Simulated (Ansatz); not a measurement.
# BaAlSi: how the settings move a single-point run

Aim: see which settings change the result for BaAlSi, by how much, and at what cost.

Method: reference: DFT, r2SCAN, all-electron PAW with datasets made for the crystal, scalar-relativistic, in Ansatz 0.2.0.

## 1. The starting structure

The structure is orthorhombic, space group Amm2 (No. 38). The conventional cell has a = 5.226 Å, b = 4.308 Å, c = 7.461 Å, α = 90.00°, β = 90.00°, γ = 90.00°. Ba (site symmetry mm2) is surrounded by 6 Al at 3.50 to 3.87 Å and 6 Si at 3.50 to 3.87 Å. Al (site symmetry mm2) has 1 Si at 1.74 Å as nearest neighbours. Si (site symmetry mm2) is surrounded by 1 Al at 1.74 Å.

Coordinates:

```cif
data_structure
_symmetry_space_group_name_H-M 'P 1'
_symmetry_Int_Tables_number 1
_cell_length_a 4.3076
_cell_length_b 4.3076
_cell_length_c 5.2259
_cell_angle_alpha 90.000
_cell_angle_beta 90.000
_cell_angle_gamma 120.000
_cell_volume 83.98
loop_
_atom_site_label
_atom_site_type_symbol
_atom_site_fract_x
_atom_site_fract_y
_atom_site_fract_z
_atom_site_occupancy
Ba1 Ba 0.00000 0.00000 0.00000 1
Al1 Al 0.61667 0.23333 0.50000 1
Si1 Si 0.38333 0.76667 0.50000 1
```

## 2. Baseline

input.yaml

```yaml
crystal:
  lattice:
    - [4.307614419, 0.0, 0.0]
    - [-2.1538072095, 3.7305035166, 0.0]
    - [0.0, 0.0, 5.22585497]
  atoms:
    - { symbol: Ba, position: [0.0, 0.0, 0.0] }
    - { symbol: Al, position: [0.6166666667, 0.2333333333, 0.5] }
    - { symbol: Si, position: [0.3833333333, 0.7666666667, 0.5] }
kpoints:
  mp_grid: { grid: [8, 8, 6] }
scf:
  occupations: { method: fermi_dirac, width: 0.05 }
hamiltonian:
  xc: r2scan
  pseudopotentials: { kind: all_electron, datasets: crystal }
output:
  forces: true
  stress: true
  eigenvalues: true
  efg: { contact_densities: true }
```

Command:

```sh
$ ansatz run input.yaml --threads 1 --pin off --max-ram 3072MiB --backend cpu --events-out ev --progress --plain --runs-dir out
```

## 3. Changed: lower_state_search off

input.yaml, as its differences from that of step 2:

```diff
@@ -13,2 +13,3 @@
   occupations: { method: fermi_dirac, width: 0.05 }
+  lower_state_search: "off"
 hamiltonian:
```

Q: Predict the outcome of this session. Wanted: for each run, ending; energy change; pressure; gap; force.

The runs gave:

```
                      run     ending  energy change  pressure (GPa)  gap (eV)  force (eV/Å)  cycles     time
                reference  converged              0            17.4      0.00         18.88      14  1.8 min
1: lower_state_search off  converged   0.0 meV/atom            17.4      0.00         18.88      14  1.8 min
```

Residual by cycle in the longest SCF loop of each run; runs are numbered as in the table. The quantity is the density residual dr2, in eV.

```
cycle  reference    run 1
    1       4.23     4.23
    2       1.52     1.52
    3     0.0404   0.0404
    5    0.00143  0.00143
    6     3.1e-4   3.1e-4
    7     4.8e-5   4.8e-5
    8     6.2e-6   6.2e-6
    9     7.7e-7   7.7e-7
   10     1.7e-7   1.7e-7
   12     3.9e-9   3.9e-9
   13     3.9e-9   3.9e-9
   14    8.7e-10  8.7e-10
```

What this shows: The changed input (search for lower states) leaves the energy the same to the digits printed. The structure is not at rest: the sound run finds 17 GPa, so these are no properties of the relaxed crystal. 
